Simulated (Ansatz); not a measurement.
# Ge2Sb2Te5 (P-3m1) in Ansatz: band structure with LDA

Aim: the band structure of Ge2Sb2Te5 with LDA.

Program: Ansatz 0.2.0. These are calculated values, not measurements. Logs are shortened: lines on timing, memory, paths and dates and some standing lists are left out, and cuts for length are marked.

**1. Starting point**

Symmetry: P-3m1, No. 164, trigonal system. Conventional cell: a = 4.294 Å, b = 4.294 Å, c = 17.101 Å, α = 90.00°, β = 90.00°, γ = 120.00°. Around Te (site symmetry 3m) lie 3 Sb at 3.01 Å. Around Te (site symmetry 3m) lie 3 Ge at 3.00 Å and 3 Sb at 3.20 Å. Te (site symmetry -3m) is surrounded by 6 Ge at 3.04 Å. Around Sb (site symmetry 3m) lie 6 Te at 3.01 to 3.20 Å. Ge (site symmetry 3m) has 6 Te at 3.00 to 3.04 Å as nearest neighbours.

The cell comes from a database or a generator and needn't be the stable form of this composition.

**2. Band structure, LDA**

Contents of input.yaml:

```yaml
crystal:
  lattice:
    - [4.2940644248, 0.0, 0.0]
    - [-2.1470322124, 3.7187688774, 0.0]
    - [0.0, 0.0, 17.101346]
  atoms:
    - { symbol: Te, position: [0.6666666667, 0.3333333333, 0.419892] }
    - { symbol: Te, position: [0.3333333333, 0.6666666667, 0.580108] }
    - { symbol: Te, position: [0.3333333333, 0.6666666667, 0.201542] }
    - { symbol: Te, position: [0.6666666667, 0.3333333333, 0.798458] }
    - { symbol: Te, position: [0.0, 0.0, 0.0] }
    - { symbol: Sb, position: [0.0, 0.0, 0.320068] }
    - { symbol: Sb, position: [0.0, 0.0, 0.679932] }
    - { symbol: Ge, position: [0.6666666667, 0.3333333333, 0.102895] }
    - { symbol: Ge, position: [0.3333333333, 0.6666666667, 0.897105] }
hamiltonian:
  xc: lda
  pseudopotentials: { kind: paw }
kpoints:
  mp_grid: { grid: [7, 7, 2] }
  band_path:
    path:
      - [[0.0, 0.0, 0.0], [0.5, 0.0, 0.0], [0.3333333333, 0.3333333333, 0.0], [0.0, 0.0, 0.0], [0.0, 0.0, 0.5], [0.5, 0.0, 0.5], [0.3333333333, 0.3333333333, 0.5], [0.0, 0.0, 0.5]]
      - [[0.5, 0.0, 0.5], [0.5, 0.0, 0.0]]
      - [[0.3333333333, 0.3333333333, 0.0], [0.3333333333, 0.3333333333, 0.5]]
    npoints: 10
scf:
  occupations: { method: fermi_dirac, width: 0.05 }
  n_extra_bands: 22
output:
  forces: true
  stress: true
  eigenvalues: true
  fatbands: false
  write_density: true
  write_potential: true
  elf: true
  volumetric_format: npy
```

Potentials or basis: Ansatz PAW.

Command:

```console
ansatz run input.yaml --threads 4 --pin off --max-ram 11264MiB --backend cpu --events-out ev --progress --plain --runs-dir out
```

The log of the run:

```text
Warning: RAYON_NUM_THREADS=4 ignored (pool sized by the plan → 4); use --threads N
scf.n_extra_bands = 22 over 69 filled bands (N_el = 138.0): the run solves 91 bands
Engine: ansatz 0.2.0, aarch64-unknown-linux-gnu
Pseudopotentials: kind: paw
Pseudopotential: Te, paw, valence charge 16, recommended cutoff 420 eV (normal), Te.paw.azcp
Pseudopotential: Sb, paw, valence charge 15, recommended cutoff 420 eV (normal), Sb.paw.azcp
Pseudopotential: Ge, paw, valence charge 14, recommended cutoff 420 eV (normal), Ge.paw.azcp
Functional definition: SPW92
  exchange = slater_x
  correlation = pw_c
Crystal: 9 atoms, lattice volume = 273.085 Å³
Basis set: ecut = 420 eV, 5295 PW (Γ)
Bands: 91, of which v1, the nominal top of the filled ones, is band 69 counted from 1 (68 counted from 0)
Symmetry: 12 space group operations
Space group: P-3m1 (ITA 164), of the structure as read, at distance tolerance 6.5e-5 Å
k-points: 16 of 98
Non-local potential: Te, projectors of the file, l = 0: 2, l = 1: 2, l = 2: 2, l = 3: 2
Non-local potential: Sb, projectors of the file, l = 0: 2, l = 1: 2, l = 2: 2, l = 3: 2
[... 40 lines left out ...]
  E_aug_tail   = -0.000451  (compensation charges beyond the density's cutoff)
  E_ewald      = -13595.634202
  E_core_change = 8.327605  (= ΣΔE_core)
  E_smearing   = -0.001139  (= −TS)
  E_closure    = 0.000000  (closes the sum)
  Σ components = -55239.791372   (vs F -55239.791372, Δ=0.00e0)
--- Forces (eV/Å), atoms counted from 1 ---
  atom   1  Te     0.00000000     0.00000000    -0.20122220
  atom   2  Te    -0.00000000    -0.00000000     0.20122220
  atom   3  Te    -0.00000000     0.00000000    -0.04867988
  atom   4  Te     0.00000000    -0.00000000     0.04867988
  atom   5  Te     0.00000000     0.00000000     0.00000000
  atom   6  Sb     0.00000000    -0.00000000    -0.01001601
  atom   7  Sb     0.00000000     0.00000000     0.01001601
  atom   8  Ge    -0.00000000    -0.00000000    -0.08071249
  atom   9  Ge     0.00000000     0.00000000     0.08071249
  max |Σ_I F_I| component: 4.63e-18 eV/Å
--- Stress (GPa, compression-positive) ---
       -3.292322      -0.000000      -0.000000
        0.000000      -3.292322      -0.000000
        0.000000      -0.000000      -3.402044
  P = ⅓ Tr σ = -3.3289 GPa (-33.289 kbar)
--- Band table (eV; the first three rows and the last of 16) ---
  k-point 0: bands = ["-28.1468", "-28.1468", "-28.1443", "-28.1443", "-28.1387", "-28.1387", "-28.1362", "-28.1362", "-28.1355", "-28.1344", "-27.9013", "-27.9013", "-27.8990", "-27.8990", "-27.8990", "-27.8990", "-27.8824", "-27.8824", "-27.8824", "-27.8824", "-27.7822", "-27.7822", "-27.7801", "-27.7773", "-27.7773", "-20.7097", "-20.7097", "-20.7097", "-20.7097", "-20.7051", "-20.7051", "-20.7046", "-20.7046", "-20.7046", "-20.7046", "-16.1625", "-16.1625", "-16.1617", "-16.1617", "-16.1573", "-16.1571", "-16.1566", "-16.1566", "-16.1558", "-16.1558", "-4.3249", "-4.0499", "-3.7098", "-2.9422", "-2.6262", "0.1588", "0.2055", "1.8345", "2.8832", "6.1447", "6.7775", "6.7775", "6.9065", "6.9065", "6.9302", "7.2887", "7.2887", "7.3311", "7.3311", "7.6331", "7.6331", "7.6636", "7.9958", "8.8360", "9.1235", "9.1365", "9.1365", "9.7755", "9.7755", "9.8119", "10.3487", "10.3487", "10.4547", "11.5365", "11.5982", "11.5982", "13.7237", "13.7863", "14.3451", "14.3451", "14.4092", "14.4092", "14.5420", "14.8478", "15.8215", "15.8215"]
  k-point 1: bands = ["-28.1468", "-28.1468", "-28.1443", "-28.1443", "-28.1387", "-28.1387", "-28.1362", "-28.1362", "-28.1355", "-28.1344", "-27.9013", "-27.9013", "-27.8990", "-27.8990", "-27.8990", "-27.8990", "-27.8824", "-27.8824", "-27.8824", "-27.8824", "-27.7822", "-27.7822", "-27.7801", "-27.7773", "-27.7773", "-20.7097", "-20.7097", "-20.7097", "-20.7097", "-20.7051", "-20.7051", "-20.7046", "-20.7046", "-20.7046", "-20.7046", "-16.1625", "-16.1625", "-16.1617", "-16.1617", "-16.1573", "-16.1571", "-16.1566", "-16.1566", "-16.1558", "-16.1558", "-4.2812", "-4.1615", "-3.5050", "-3.2216", "-2.4523", "-0.2294", "0.7580", "1.5290", "3.0167", "6.0333", "6.7797", "6.7797", "6.9027", "6.9027", "7.1884", "7.2362", "7.2362", "7.4123", "7.4555", "7.4555", "7.5502", "7.5502", "8.1128", "8.6944", "9.3663", "9.3663", "9.3936", "9.4256", "9.4256", "9.5865", "10.5248", "10.5503", "10.5503", "11.5143", "11.5143", "11.5389", "13.6980", "13.8392", "14.1734", "14.1747", "14.1747", "14.7978", "14.7978", "15.2119", "15.2119", "15.5510"]
  k-point 2: bands = ["-28.1466", "-28.1466", "-28.1444", "-28.1440", "-28.1389", "-28.1389", "-28.1365", "-28.1360", "-28.1352", "-28.1341", "-27.9012", "-27.9012", "-27.8991", "-27.8991", "-27.8991", "-27.8991", "-27.8824", "-27.8824", "-27.8821", "-27.8821", "-27.7823", "-27.7821", "-27.7799", "-27.7773", "-27.7770", "-20.7101", "-20.7101", "-20.7090", "-20.7090", "-20.7050", "-20.7050", "-20.7046", "-20.7046", "-20.7045", "-20.7045", "-16.1630", "-16.1624", "-16.1621", "-16.1615", "-16.1572", "-16.1570", "-16.1565", "-16.1564", "-16.1559", "-16.1556", "-4.1470", "-3.8758", "-3.5476", "-2.8153", "-2.5200", "0.1703", "0.2099", "1.5698", "2.4857", "5.3528", "5.7300", "5.8951", "6.3047", "6.3284", "6.4219", "6.5228", "6.9495", "7.2411", "7.2455", "7.5435", "7.7057", "7.8258", "8.0665", "8.6241", "9.3477", "9.4542", "9.8831", "9.9465", "10.1143", "10.2321", "10.7761", "10.8300", "11.2991", "11.7923", "11.8161", "12.2088", "13.0730", "13.5799", "13.6784", "14.3441", "14.5116", "14.5575", "14.8828", "15.1026", "15.5423", "16.0122"]
  k-point 15: bands = ["-28.1461", "-28.1448", "-28.1441", "-28.1428", "-28.1403", "-28.1388", "-28.1381", "-28.1354", "-28.1336", "-28.1334", "-27.9005", "-27.9005", "-27.8995", "-27.8995", "-27.8993", "-27.8993", "-27.8818", "-27.8818", "-27.8813", "-27.8813", "-27.7825", "-27.7823", "-27.7792", "-27.7768", "-27.7763", "-20.7106", "-20.7106", "-20.7085", "-20.7085", "-20.7051", "-20.7051", "-20.7043", "-20.7043", "-20.7024", "-20.7024", "-16.1641", "-16.1634", "-16.1627", "-16.1618", "-16.1565", "-16.1564", "-16.1557", "-16.1556", "-16.1554", "-16.1549", "-2.5654", "-2.4483", "-2.2611", "-2.2353", "-2.0400", "-0.7953", "-0.7783", "0.4423", "0.5027", "3.8713", "3.8944", "4.2185", "4.2831", "4.4293", "4.9893", "5.1567", "5.4411", "5.6080", "6.3101", "6.5351", "7.2659", "7.5327", "7.7898", "7.9834", "9.7769", "9.8517", "10.4020", "10.4837", "11.1752", "11.3234", "12.2543", "12.4604", "12.4755", "13.3000", "13.6602", "13.8628", "13.9451", "14.0197", "14.0705", "14.1366", "14.8921", "15.7306", "15.7530", "16.1293", "16.2586", "16.4208"]
```

Wall time 25 s (4 threads of Arm Neoverse V1, shared host); peak memory 1.6 GiB.

What came out:

```yaml
Free_energy: -55239.7914 eV
Pressure: -3.3 GPa
Largest_force: 0.201 eV/Å
Band_gap_on_the_k_mesh: 0.29 eV, direct
Band_gap_along_the_path: 0.25 eV, indirect (least direct gap 0.29 eV)
```

Forces on the atoms (eV/Å):
```
Te   0.000  0.000 -0.201
Te   0.000  0.000  0.201
Te   0.000  0.000 -0.049
Te   0.000  0.000  0.049
Te   0.000  0.000  0.000
Sb   0.000  0.000 -0.010
Sb   0.000  0.000  0.010
Ge   0.000  0.000 -0.081
Ge   0.000  0.000  0.081
```

Levels at the corners of the path, in eV from the valence-band top:
```tsv
point	band 66	band 67	band 68	band 69	band 70	band 71	band 72	band 73
Γ	-1.20	-1.17	-0.84	0.00	0.29	0.30	0.30	0.94
M	-1.58	-1.47	-1.29	-0.83	0.46	0.95	1.06	1.25
K	-2.31	-0.73	-0.73	-0.64	0.70	0.70	0.94	2.67
Γ	-1.20	-1.17	-0.84	0.00	0.29	0.30	0.30	0.94
A	-1.29	-1.29	-0.72	-0.14	0.53	0.53	0.56	0.59
L	-2.08	-1.77	-1.23	-0.55	0.33	0.59	1.56	1.59
H	-1.70	-1.33	-1.33	-1.25	1.56	1.56	1.70	1.70
A	-1.29	-1.29	-0.72	-0.14	0.53	0.53	0.56	0.59
L	-2.08	-1.77	-1.23	-0.55	0.33	0.59	1.56	1.59
M	-1.58	-1.47	-1.29	-0.83	0.46	0.95	1.06	1.25
K	-2.31	-0.73	-0.73	-0.64	0.70	0.70	0.94	2.67
H	-1.70	-1.33	-1.33	-1.25	1.56	1.56	1.70	1.70
```

Caveat: spin-orbit coupling is left out, which moves the levels of the heavy elements; the PAW data sets come from PBE, with cores solved anew for the run's functional, which leaves a small shift of forces and pressure.
